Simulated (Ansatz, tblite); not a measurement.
# InH2(OMe) (CH₅InO): charged states by level of theory

Aim: the energy of removing and adding an electron for InH2(OMe) (CH₅InO), by energy differences, and how well orbital energies stand in for it.

Program: Ansatz 0.2.0, Gaussian basis. Level of theory: as each input shows. These are calculated values, not measurements.

Levels to be run: charge +1 doublet, at the geometry of the singlet (PBE0-D4/def2-TZVP, PBE-D4/def2-TZVP, r2SCAN-D4/def2-TZVP, CCSD(T)/def2-TZVPP); charge -1 doublet, at the geometry of the singlet (PBE0-D4/def2-TZVPD, PBE-D4/def2-TZVPD, r2SCAN-D4/def2-TZVPD); the starting singlet's energies come from earlier runs.

4 further runs of the same task are left out: 4 set aside as unsound or not needed. Runs told in other sessions of the task aren't counted.

### 1 The relaxed structure

The singlet was relaxed beforehand with B3LYP-D4/def2-TZVP.

8 atoms, charge 0, spin multiplicity 1.

Atoms are counted from 1 here; the program's logs count them from 0.

Bond lengths: In1–H2 1.718 Å, In1–H3 1.707 Å, In1–O4 2.002 Å, O4–C5 1.408 Å, C5–H6 1.096 Å, C5–H7 1.097 Å, C5–H8 1.099 Å. Angles: H2–In1–H3 136.8°, H2–In1–O4 112.2°, H3–In1–O4 111.0°, In1–O4–C5 124.7°, O4–C5–H6 110.1°, O4–C5–H7 110.2°, O4–C5–H8 113.6°, H6–C5–H7 107.7°, H6–C5–H8 107.5°, H7–C5–H8 107.5°.

In takes a core potential in the def2 sets. No spin-orbit coupling is included.

### 2 Charge +1 doublet at the fixed geometry, first pass, PBE0-D4/def2-SVP

Contents of in.yaml:

```yaml
crystal:
  periodic: [false, false, false]
  atoms:
    - {symbol: In, position_ang: [0.615988, 1.448616, 0.718924]}
    - {symbol: H, position_ang: [2.156921, 0.693762, 0.807162]}
    - {symbol: H, position_ang: [-0.054918, 2.960305, 1.142604]}
    - {symbol: O, position_ang: [-0.768577, 0.252271, -0.092473]}
    - {symbol: C, position_ang: [-0.528011, -1.059514, -0.545080]}
    - {symbol: H, position_ang: [-0.768883, -1.141151, -1.611673]}
    - {symbol: H, position_ang: [-1.166309, -1.768624, -0.004660]}
    - {symbol: H, position_ang: [0.513810, -1.385685, -0.414803]}
basis:
  gaussian: {orbitals: def2-SVP}
total_charge: 1
magnetization: {spin_polarized: true, initial_magnetization: 1}
hamiltonian: {xc: pbe0, dispersion: d4}
output: {orbitals: {seedname: orbitals}}
```

Started as:

```sh
$ ansatz run in.yaml --threads 4 --pin off --events-out ev --progress --plain --max-ram 3916MiB
```

The log of the run:

```text
Functional definition: PBE0
  name "PBE0"
  cite "Adamo & Barone, J. Chem. Phys. 110, 6158 (1999) doi:10.1063/1.478522"
  cite "Perdew, Burke & Ernzerhof, Phys. Rev. Lett. 77, 3865 (1996) doi:10.1103/PhysRevLett.77.3865"
  parent pbe
  parameter a = 0.25
  parameter kappa = 0.804
  parameter beta = 0.06672455060314922
  exchange = (1 - a)*pbe_x(kappa = kappa, mu = beta*pi^2/3) + a*exact_x
  correlation = pbe_c(beta = beta)
871 factors; integrals over basis functions are off by at most 1.5e-3 eV
mean field evaluation 1: about -8304.1711 eV, gradient 6.1e1 eV
mean field evaluation 2: about -8099.5924 eV, gradient 1.5e2 eV
mean field evaluation 4: about -8317.4466 eV, gradient 3.5e1 eV
mean field evaluation 8: about -8323.0096 eV, gradient 4.0e-1 eV
mean field evaluation 16: about -8323.1371 eV, gradient 3.5e-3 eV
mean field evaluation 32: about -8323.1371 eV, gradient 4.7e-5 eV
mean field -8323.13709725 eV, -305.8696466989 hartree, gradient 5.4e-6 eV, S^2 0.754464; 4 other end points of the search recorded, 0 dependent functions left out
reference -8323.13713041 eV, -305.8696479176 hartree; 20, 19 occupied and 59, 60 virtual orbitals, 871 factors
Total energy: -8323.21689412 eV, -305.8725791798 hartree
```

Wall time 3.6 s (4 threads of Arm Neoverse V1, shared host).

HOMO -13.64 eV, LUMO -11.59 eV (over both spins); ⟨S²⟩ 0.754 (pure: 0.75).

### 3 Charge +1 doublet at the fixed geometry, PBE0-D4/def2-TZVP

start.molden holds the orbitals of an earlier run on this state, given as this run's starting guess.

Changes to in.yaml since step 2:

```diff
@@ -12,3 +12,3 @@
 basis:
-  gaussian: {orbitals: def2-SVP}
+  gaussian: {orbitals: def2-TZVP, initial_orbitals: start.molden}
 total_charge: 1
@@ -16,2 +16,3 @@
 hamiltonian: {xc: pbe0, dispersion: d4}
+scf: {omitted_lower_state_checks: [starts]}
 output: {orbitals: {seedname: orbitals}}
```

The command is unchanged.

The log of the run:

```text
Functional definition: PBE0
  name "PBE0"
  cite "Adamo & Barone, J. Chem. Phys. 110, 6158 (1999) doi:10.1063/1.478522"
  cite "Perdew, Burke & Ernzerhof, Phys. Rev. Lett. 77, 3865 (1996) doi:10.1103/PhysRevLett.77.3865"
  parent pbe
  parameter a = 0.25
  parameter kappa = 0.804
  parameter beta = 0.06672455060314922
  exchange = (1 - a)*pbe_x(kappa = kappa, mu = beta*pi^2/3) + a*exact_x
  correlation = pbe_c(beta = beta)
these checks for a lower state are left out or cut short: starts
1032 factors; their error is unknown
mean field evaluation 1: about -8325.3051 eV, gradient 7.3e1 eV
mean field evaluation 2: about -8327.0211 eV, gradient 1.9e0 eV
mean field evaluation 4: about -8327.0834 eV, gradient 2.5e-1 eV
mean field evaluation 8: about -8327.0835 eV, gradient 2.3e-5 eV
mean field -8327.08354615 eV, -306.0146760209 hartree, gradient 2.7e-6 eV, S^2 0.755086; 0 other end points of the search recorded, 0 dependent functions left out
reference -8327.08357792 eV, -306.0146771885 hartree; 20, 19 occupied and 122, 123 virtual orbitals, 1032 factors
Total energy: -8327.16334162 eV, -306.0176084507 hartree
Checks for a lower state left out: starts
```

Wall time 4.6 s (4 threads of Arm Neoverse V1, shared host).

HOMO -13.64 eV, LUMO -11.52 eV (over both spins); ⟨S²⟩ 0.755 (pure: 0.75).

### 4 Charge +1 doublet at the fixed geometry, PBE-D4/def2-TZVP

Changes to in.yaml since step 3:

```diff
@@ -15,3 +15,3 @@
 magnetization: {spin_polarized: true, initial_magnetization: 1}
-hamiltonian: {xc: pbe0, dispersion: d4}
+hamiltonian: {xc: pbe, dispersion: d4}
 scf: {omitted_lower_state_checks: [starts]}
```

The command is unchanged.

The log of the run:

```text
Functional definition: PBE
  name "PBE"
  cite "Perdew, Burke & Ernzerhof, Phys. Rev. Lett. 77, 3865 (1996) doi:10.1103/PhysRevLett.77.3865"
  parent pbe
  parameter kappa = 0.804
  parameter beta = 0.06672455060314922
  exchange = pbe_x(kappa = kappa, mu = beta*pi^2/3)
  correlation = pbe_c(beta = beta)
these checks for a lower state are left out or cut short: starts
939 factors; their error is unknown
mean field evaluation 1: about -8326.8155 eV, gradient 5.5e0 eV
mean field evaluation 2: about -8326.9387 eV, gradient 1.8e-1 eV
mean field evaluation 4: about -8326.8056 eV, gradient 5.7e0 eV
mean field evaluation 8: about -8326.9906 eV, gradient 2.3e-1 eV
mean field evaluation 16: about -8326.9926 eV, gradient 2.3e-5 eV
mean field -8326.99258316 eV, -306.0113331929 hartree, gradient 4.2e-6 eV, S^2 0.753541; 0 other end points of the search recorded, 0 dependent functions left out
reference -8326.99262661 eV, -306.0113347896 hartree; 20, 19 occupied and 122, 123 virtual orbitals, 939 factors
Total energy: -8327.08744816 eV, -306.0148194172 hartree
Checks for a lower state left out: starts
```

Run time: 2.8 s. Hardware: 4 threads of Arm Neoverse V1, shared host.

From the report: HOMO -12.72 eV, LUMO -12.61 eV (over both spins); ⟨S²⟩ 0.754 (pure: 0.75).

### 5 Charge +1 doublet at the fixed geometry, r2SCAN-D4/def2-TZVP

Changes to in.yaml since step 4:

```diff
@@ -15,3 +15,3 @@
 magnetization: {spin_polarized: true, initial_magnetization: 1}
-hamiltonian: {xc: pbe, dispersion: d4}
+hamiltonian: {xc: r2scan, dispersion: d4}
 scf: {omitted_lower_state_checks: [starts]}
```

The command is unchanged.

The log of the run, shortened:

```text
Functional definition: r2SCAN
  name "r2SCAN"
  cite "Furness, Kaplan, Ning, Perdew & Sun, J. Phys. Chem. Lett. 11, 8208 (2020) doi:10.1021/acs.jpclett.0c02405"
  cite "Furness, Kaplan, Ning, Perdew & Sun, J. Phys. Chem. Lett. 11, 9248 (2020) doi:10.1021/acs.jpclett.0c03077"
  parent r2scan
[...]
939 factors; their error is unknown
[...]
mean field -8330.95414791 eV, -306.1569180121 hartree, gradient 8.7e-6 eV, S^2 0.756161; 0 other end points of the search recorded, 0 dependent functions left out
reference -8330.95416214 eV, -306.1569185352 hartree; 20, 19 occupied and 122, 123 virtual orbitals, 939 factors
Total energy: -8330.97602078 eV, -306.1577218255 hartree
Checks for a lower state left out: starts
```

It took 13 s on 4 threads of Arm Neoverse V1, shared host.

HOMO -12.81 eV, LUMO -12.47 eV (over both spins); ⟨S²⟩ 0.756 (pure: 0.75).

### 6 Charge +1 doublet at the fixed geometry, CCSD(T)/def2-TZVPP

Changes to in.yaml since step 5:

```diff
@@ -12,7 +12,7 @@
 basis:
-  gaussian: {orbitals: def2-TZVP, initial_orbitals: start.molden}
+  gaussian: {orbitals: def2-TZVPP, initial_orbitals: start.molden}
 total_charge: 1
 magnetization: {spin_polarized: true, initial_magnetization: 1}
-hamiltonian: {xc: r2scan, dispersion: d4}
-scf: {omitted_lower_state_checks: [starts]}
+correlation: {method: ccsd_t}
+scf: {omitted_lower_state_checks: [starts, cluster_reference]}
 output: {orbitals: {seedname: orbitals}}
```

Launched as before.

The log of the run, shortened:

```text
Functional definition: HF
  name "HF"
  cite "Fock, Z. Phys. 61, 126 (1930) doi:10.1007/BF01340294"
  parent pbe
[...]
1257 factors; integrals over basis functions are off by at most 1.1e-3 eV
[...]
mean field -8288.03539600 eV, -304.5796829709 hartree, gradient 4.1e-6 eV, S^2 0.761204; 0 other end points of the search recorded, 0 dependent functions left out
6 core orbitals not correlated: weight in the atoms' cores, before any rotation towards them, 1.000 or more for the frozen orbitals, at most 0.000 for the correlated occupied ones
reference -8288.03539600 eV, -304.5796829709 hartree; 14, 13 occupied and 162, 163 virtual orbitals, 1257 factors
second order -17.47828960 eV of doubles, -0.00000000 eV of singles
cycle   1  -17.83165915 eV  change   -3.5e-1 eV  update   1.0e-1
[...]
cycle  11  -18.46562669 eV  change   -1.4e-5 eV  update   1.2e-5
perturbative correction -0.55988890 eV, -0.0205755376 hartree
Total energy: -8307.06091160 eV, -305.2788577731 hartree
Checks for a lower state left out: starts, cluster_reference
```

Run time: 7.3 min. Hardware: 4 threads of Arm Neoverse V1, shared host; peak memory 2.7 GiB.

Hartree-Fock HOMO -16.55 eV, LUMO -5.82 eV (over both spins); ⟨S²⟩ 0.761 (pure: 0.75); T1 0.023.

### 7 Vertical ionisation energy

Charged state less starting state, singlet to doublet; the starting state's energies are those of its earlier runs.

Differences are taken before rounding.

```
             method  vertical ionisation energy (eV)  from CCSD(T)/def2-TZVPP (eV)   time
      HF/def2-TZVPP                             7.96                         -1.56       
   PBE-D4/def2-TZVP                             9.34                         -0.19  3.9 s
r2SCAN-D4/def2-TZVP                             9.34                         -0.19   14 s
  PBE0-D4/def2-TZVP                             9.37                         -0.15  5.9 s
     MP2/def2-TZVPP                             9.89                         +0.37       
    CCSD/def2-TZVPP                             9.41                         -0.11       
 CCSD(T)/def2-TZVPP                             9.52                             0  8 min
```

Times add the two runs; a level without a time comes out of a correlated run.

Beside −ε(HOMO) of the starting state:

```
              level  −ε(HOMO) (eV)  by difference (eV)  mismatch (eV)
   PBE-D4/def2-TZVP           5.86                9.34          -3.47
r2SCAN-D4/def2-TZVP           6.10                9.34          -3.24
  PBE0-D4/def2-TZVP           7.26                9.37          -2.11
```

### 8 Charge -1 doublet at the fixed geometry, first pass, PBE0-D4/def2-SVP

Changes to in.yaml since step 6:

```diff
@@ -12,7 +12,6 @@
 basis:
-  gaussian: {orbitals: def2-TZVPP, initial_orbitals: start.molden}
-total_charge: 1
+  gaussian: {orbitals: def2-SVP}
+total_charge: -1
 magnetization: {spin_polarized: true, initial_magnetization: 1}
-correlation: {method: ccsd_t}
-scf: {omitted_lower_state_checks: [starts, cluster_reference]}
+hamiltonian: {xc: pbe0, dispersion: d4}
 output: {orbitals: {seedname: orbitals}}
```

The command is unchanged.

The log of the run:

```text
Functional definition: PBE0
  name "PBE0"
  cite "Adamo & Barone, J. Chem. Phys. 110, 6158 (1999) doi:10.1063/1.478522"
  cite "Perdew, Burke & Ernzerhof, Phys. Rev. Lett. 77, 3865 (1996) doi:10.1103/PhysRevLett.77.3865"
  parent pbe
  parameter a = 0.25
  parameter kappa = 0.804
  parameter beta = 0.06672455060314922
  exchange = (1 - a)*pbe_x(kappa = kappa, mu = beta*pi^2/3) + a*exact_x
  correlation = pbe_c(beta = beta)
871 factors; integrals over basis functions are off by at most 1.5e-3 eV
mean field evaluation 1: about -8331.3918 eV, gradient 1.1e1 eV
mean field evaluation 2: about -8331.8393 eV, gradient 7.9e0 eV
mean field evaluation 4: about -8332.1174 eV, gradient 9.2e-1 eV
mean field evaluation 8: about -8332.2589 eV, gradient 5.0e-2 eV
mean field evaluation 16: about -8332.2589 eV, gradient 1.2e-4 eV
mean field -8332.25891185 eV, -306.2048672025 hartree, gradient 2.5e-5 eV, S^2 0.753907; 0 other end points of the search recorded, 0 dependent functions left out
reference -8332.25894542 eV, -306.2048684363 hartree; 21, 20 occupied and 58, 59 virtual orbitals, 871 factors
Total energy: -8332.38753504 eV, -306.2095940175 hartree
```

Wall time 1.4 s (4 threads of Arm Neoverse V1, shared host).

Report: HOMO 1.85 eV, LUMO 4.16 eV (over both spins); ⟨S²⟩ 0.754 (pure: 0.75). Doubts: highest occupied level lies above zero.

### 9 Charge -1 doublet at the fixed geometry, PBE0-D4/def2-TZVPD

Changes to in.yaml since step 8:

```diff
@@ -12,3 +12,3 @@
 basis:
-  gaussian: {orbitals: def2-SVP}
+  gaussian: {orbitals: def2-TZVPD, initial_orbitals: start.molden}
 total_charge: -1
@@ -16,2 +16,3 @@
 hamiltonian: {xc: pbe0, dispersion: d4}
+scf: {omitted_lower_state_checks: [starts]}
 output: {orbitals: {seedname: orbitals}}
```

Same command.

The log of the run:

```text
Functional definition: PBE0
  name "PBE0"
  cite "Adamo & Barone, J. Chem. Phys. 110, 6158 (1999) doi:10.1063/1.478522"
  cite "Perdew, Burke & Ernzerhof, Phys. Rev. Lett. 77, 3865 (1996) doi:10.1103/PhysRevLett.77.3865"
  parent pbe
  parameter a = 0.25
  parameter kappa = 0.804
  parameter beta = 0.06672455060314922
  exchange = (1 - a)*pbe_x(kappa = kappa, mu = beta*pi^2/3) + a*exact_x
  correlation = pbe_c(beta = beta)
these checks for a lower state are left out or cut short: starts
1126 factors; their error is unknown
mean field evaluation 1: about -8334.2995 eV, gradient 7.4e1 eV
mean field evaluation 2: about -8336.3728 eV, gradient 2.9e0 eV
mean field evaluation 4: about -8336.5491 eV, gradient 4.1e-3 eV
mean field evaluation 8: about -8336.5866 eV, gradient 1.1e-5 eV
mean field -8336.58656240 eV, -306.3639054269 hartree, gradient 1.1e-5 eV, S^2 0.753472; 0 other end points of the search recorded, 0 dependent functions left out
reference -8336.58660448 eV, -306.3639069732 hartree; 21, 20 occupied and 157, 158 virtual orbitals, 1126 factors
Total energy: -8336.71519409 eV, -306.3686325544 hartree
Checks for a lower state left out: starts
```

Run time: 3.6 s. Hardware: 4 threads of Arm Neoverse V1, shared host.

HOMO 1.35 eV, LUMO 3.09 eV (over both spins); ⟨S²⟩ 0.753 (pure: 0.75). Doubts: highest occupied level lies above zero.

### 10 Charge -1 doublet at the fixed geometry, PBE-D4/def2-TZVPD

Changes to in.yaml since step 9:

```diff
@@ -15,3 +15,3 @@
 magnetization: {spin_polarized: true, initial_magnetization: 1}
-hamiltonian: {xc: pbe0, dispersion: d4}
+hamiltonian: {xc: pbe, dispersion: d4}
 scf: {omitted_lower_state_checks: [starts]}
```

Same command.

The log of the run:

```text
Functional definition: PBE
  name "PBE"
  cite "Perdew, Burke & Ernzerhof, Phys. Rev. Lett. 77, 3865 (1996) doi:10.1103/PhysRevLett.77.3865"
  parent pbe
  parameter kappa = 0.804
  parameter beta = 0.06672455060314922
  exchange = pbe_x(kappa = kappa, mu = beta*pi^2/3)
  correlation = pbe_c(beta = beta)
these checks for a lower state are left out or cut short: starts
1044 factors; their error is unknown
mean field evaluation 1: about -8336.3928 eV, gradient 5.5e0 eV
mean field evaluation 2: about -8336.4936 eV, gradient 1.1e-1 eV
mean field evaluation 4: about -8336.4739 eV, gradient 9.7e-4 eV
mean field -8336.47391034 eV, -306.3597655400 hartree, gradient 4.7e-5 eV, S^2 0.751941; 0 other end points of the search recorded, 0 dependent functions left out
reference -8336.47396531 eV, -306.3597675602 hartree; 21, 20 occupied and 157, 158 virtual orbitals, 1044 factors
Total energy: -8336.62643423 eV, -306.3653706896 hartree
Checks for a lower state left out: starts
```

It took 2.8 s on 4 threads of Arm Neoverse V1, shared host.

From the report: HOMO 1.91 eV, LUMO 2.71 eV (over both spins); ⟨S²⟩ 0.752 (pure: 0.75). Doubts: highest occupied level lies above zero.

### 11 Charge -1 doublet at the fixed geometry, r2SCAN-D4/def2-TZVPD

Changes to in.yaml since step 10:

```diff
@@ -15,3 +15,3 @@
 magnetization: {spin_polarized: true, initial_magnetization: 1}
-hamiltonian: {xc: pbe, dispersion: d4}
+hamiltonian: {xc: r2scan, dispersion: d4}
 scf: {omitted_lower_state_checks: [starts]}
```

Launched as before.

The log of the run:

```text
Functional definition: r2SCAN
  name "r2SCAN"
  cite "Furness, Kaplan, Ning, Perdew & Sun, J. Phys. Chem. Lett. 11, 8208 (2020) doi:10.1021/acs.jpclett.0c02405"
  cite "Furness, Kaplan, Ning, Perdew & Sun, J. Phys. Chem. Lett. 11, 9248 (2020) doi:10.1021/acs.jpclett.0c03077"
  parent r2scan
  parameter k0 = 0.174
  parameter k1 = 0.065
  parameter a1 = 4.9479
  exchange = r2scan_x(k0 = k0, k1 = k1, a1 = a1)
  correlation = r2scan_c
these checks for a lower state are left out or cut short: starts
1044 factors; their error is unknown
mean field evaluation 1: about -8340.4868 eV, gradient 3.3e0 eV
mean field evaluation 2: about -8340.5232 eV, gradient 4.6e-2 eV
mean field evaluation 4: about -8340.5055 eV, gradient 4.5e-4 eV
mean field -8340.50546189 eV, -306.5079223267 hartree, gradient 3.1e-5 eV, S^2 0.755654; 0 other end points of the search recorded, 0 dependent functions left out
reference -8340.50549220 eV, -306.5079234405 hartree; 21, 20 occupied and 157, 158 virtual orbitals, 1044 factors
Total energy: -8340.54237022 eV, -306.5092786829 hartree
Checks for a lower state left out: starts
```

Run time: 6 s. Hardware: 4 threads of Arm Neoverse V1, shared host.

HOMO 1.78 eV, LUMO 3.03 eV (over both spins); ⟨S²⟩ 0.756 (pure: 0.75). Doubts: highest occupied level lies above zero.

### 12 Vertical electron affinity

Starting state less charged state (positive: the electron is bound), singlet to doublet; the starting state's energies are those of its earlier runs.

```
               level  vertical electron affinity (eV)   time
   PBE-D4/def2-TZVPD                            +0.16  4.3 s
r2SCAN-D4/def2-TZVPD                            +0.19  8.8 s
  PBE0-D4/def2-TZVPD                            +0.15  5.3 s
```

Times add the two runs; a level without a time comes out of a correlated run.

Beside −ε(LUMO) of the starting state:

```
               level  −ε(LUMO) (eV)  by difference (eV)  mismatch (eV)
   PBE-D4/def2-TZVPD           2.26                0.16          +2.10
r2SCAN-D4/def2-TZVPD           1.96                0.19          +1.76
  PBE0-D4/def2-TZVPD           1.57                0.15          +1.42
```

### 13 Summary of results

```
                                             quantity                                  value
 vertical ionisation energy, functionals in def2-TZVP  9.34 (r2SCAN-D4) to 9.37 eV (PBE0-D4)
       vertical ionisation energy, CCSD(T)/def2-TZVPP                                9.52 eV
vertical electron affinity, functionals in def2-TZVPD  0.15 (PBE0-D4) to 0.19 eV (r2SCAN-D4)
```

In words: The vertical ionisation energy spans 9.34 to 9.37 eV over the functionals, beside 9.52 eV from CCSD(T)/def2-TZVPP. −ε(HOMO) misses the level's own difference by -2.11 eV at best (PBE0-D4) and -3.47 eV at worst (PBE-D4). CCSD(T)/def2-TZVPP isn't at the basis-set limit; small misses against it rank nothing. The vertical electron affinity spans 0.15 to 0.19 eV over the functionals. The anion's highest level lies above zero where self-interaction lifts it, so diffuse functions weigh on these values. −ε(LUMO) misses the level's own difference by +1.42 eV at best (PBE0-D4) and +2.10 eV at worst (PBE-D4).

The anion's highest level is positive in at least one run, so there the basis alone may hold the extra electron.
